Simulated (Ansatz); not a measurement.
Here is an Ansatz input file for C₂H₄BNS, SMILES B1C=NCS1. Write the same calculation for the Python package.

```yaml
crystal:
  periodic: [false, false, false]
  atoms:
    - { symbol: B, position_ang: [-0.1267, 1.2646, -0.4772] }
    - { symbol: C, position_ang: [1.0564, 0.4054, -0.3579] }
    - { symbol: "N", position_ang: [0.8094, -0.7081, 0.2102] }
    - { symbol: C, position_ang: [-0.435, -0.9937, 0.6459] }
    - { symbol: S, position_ang: [-1.5981, 0.4339, 0.3281] }
    - { symbol: H, position_ang: [-0.3207, 1.9751, -1.4658] }
    - { symbol: H, position_ang: [2.0642, 0.6674, -0.7464] }
    - { symbol: H, position_ang: [-0.8536, -1.8588, 0.0721] }
    - { symbol: H, position_ang: [-0.5074, -1.2322, 1.7739] }
basis:
  gaussian:
    orbitals: def2-TZVP
correlation:
  method: mp2
output:
  orbitals: {}
```

`energy_c2h4bns.py`
```python
"""Single point of C2H4BNS."""

from pathlib import Path

import ansatz as az
from ase import Atoms


def main() -> None:
    atoms = Atoms(["B", "C", "N", "C", "S", "H", "H", "H", "H"], positions=[
        (-0.1267, 1.2646, -0.4772),
        (1.0564, 0.4054, -0.3579),
        (0.8094, -0.7081, 0.2102),
        (-0.435, -0.9937, 0.6459),
        (-1.5981, 0.4339, 0.3281),
        (-0.3207, 1.9751, -1.4658),
        (2.0642, 0.6674, -0.7464),
        (-0.8536, -1.8588, 0.0721),
        (-0.5074, -1.2322, 1.7739),
    ])
    system = az.Crystal.molecule_from_ase(atoms)

    job = system.calculation()
    job = job.basis(gaussian="def2-TZVP")
    job = job.correlation("MP2")
    job = job.orbitals()
    res = job.run(runs_dir="out")
    r = res.report

    for key in ("converged", "free_energy_ev", "reference_energy_ev", "n_frozen", "n_occupied", "n_virtual"):
        print(f"{key:22s} {r[key]}")

    parts = r["correlation"]
    for name in ("random_phase", "coupled_cluster", "perturbative"):
        if name in parts:
            print(f"{name:16s} {parts[name]['energy']['hartree']:12.7f} Ha")
    if "second_order" in parts:
        pair = parts["second_order"]
        print(f"MP2 same spin {pair['same_spin']['hartree']:.7f} Ha, opposite spin {pair['opposite_spin']['hartree']:.7f} Ha")

    lines = Path(r["orbitals_path"]).read_text().splitlines()
    field_of = lambda key: [line.split("=")[1].strip() for line in lines if line.startswith(key)]
    orbitals = [(27.211386 * float(e), s, float(n)) for e, s, n in zip(field_of("Ene="), field_of("Spin="), field_of("Occup="))]
    homo = max(e for e, _, n in orbitals if n > 0.5)
    lumo = min(e for e, _, n in orbitals if n < 0.5)
    print(f"HOMO {homo:.3f} eV, LUMO {lumo:.3f} eV, gap {lumo - homo:.3f} eV")


if __name__ == "__main__":
    main()
```

```console
$ python energy_c2h4bns.py
converged              True
free_energy_ev         -15117.175682618292
reference_energy_ev    -15095.955050050205
n_frozen               9
n_occupied             [13, 13]
n_virtual              [163, 163]
MP2 same spin -0.1927298 Ha, opposite spin -0.5871141 Ha
HOMO -10.036 eV, LUMO 1.097 eV, gap 11.132 eV
```

Total energies depend on the basis set; only differences at equal settings carry meaning. The geometry is a force-field or estimated start, not a minimum of this method, and the basis set is short of its limit. Levels such as HOMO and LUMO are orbital energies: in Hartree-Fock the gap is too wide and the LUMO hangs on the basis. Run time: 3.4 s on 1 thread of AMD EPYC 9R45 96-Core Processor (Zen 5), with other jobs on the host, peak memory 0.44 GiB.

(A comment or docstring line of the script was reworded after the run, the code is as it ran; lines on the test bed's own set-up are left out of the output.)
